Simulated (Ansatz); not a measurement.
# Cl2H2O2Zr: the cost of one run

All numbers below are computed with Ansatz 0.2.0 (RHF/def2-SVP).

## (1) The system as given

Bond lengths: Zr1–O2 2.070 Å, O2–H3 1.010 Å, Zr1–O4 2.070 Å, O4–H5 1.010 Å, Zr1–Cl6 2.518 Å, Zr1–Cl7 2.518 Å. Angles: Zr1–O2–H3 109.5°, O2–Zr1–O4 109.4°, O2–Zr1–Cl6 109.5°, O2–Zr1–Cl7 109.5°, O4–Zr1–Cl6 109.5°, O4–Zr1–Cl7 109.5°, Cl6–Zr1–Cl7 109.5°, Zr1–O4–H5 109.5°.

Coordinates:

```xyz
7

Zr    0.0000    0.0000    0.0000
O     0.0000    0.0000    2.0700
H    -0.9095   -0.2814    2.4071
O     1.9520    0.0000   -0.6893
H     2.2684   -0.9521   -0.8060
Cl   -1.1869    2.0563   -0.8392
Cl   -1.1869   -2.0563   -0.8392
```

## (2) Preparing the start

The input, input.yaml:

```yaml
crystal:
  periodic: [false, false, false]
  atoms:
    - { symbol: Zr, position_ang: [0.0, 0.0, 0.0] }
    - { symbol: O, position_ang: [0.0, 0.0, 2.07] }
    - { symbol: H, position_ang: [-0.9095, -0.2814, 2.4071] }
    - { symbol: O, position_ang: [1.952, 0.0, -0.6893] }
    - { symbol: H, position_ang: [2.2684, -0.9521, -0.806] }
    - { symbol: Cl, position_ang: [-1.1869, 2.0563, -0.8392] }
    - { symbol: Cl, position_ang: [-1.1869, -2.0563, -0.8392] }
basis:
  gaussian: { orbitals: def2-SVP }
hamiltonian:
  xc: hf
relax:
  f_tol: 0.02
  max_steps: 40
output:
  orbitals: {}
```

On the command line:

```sh
$ ansatz run input.yaml --threads 1 --pin off --max-ram 2048MiB --backend cpu --events-out ev --progress --plain --runs-dir out
```

**Question.** How long does this run take on 1 thread of Intel Xeon Platinum 8488C (Sapphire Rapids), shared host, and how much memory does it need?

About 22 s, with a peak of 0.24 GiB.
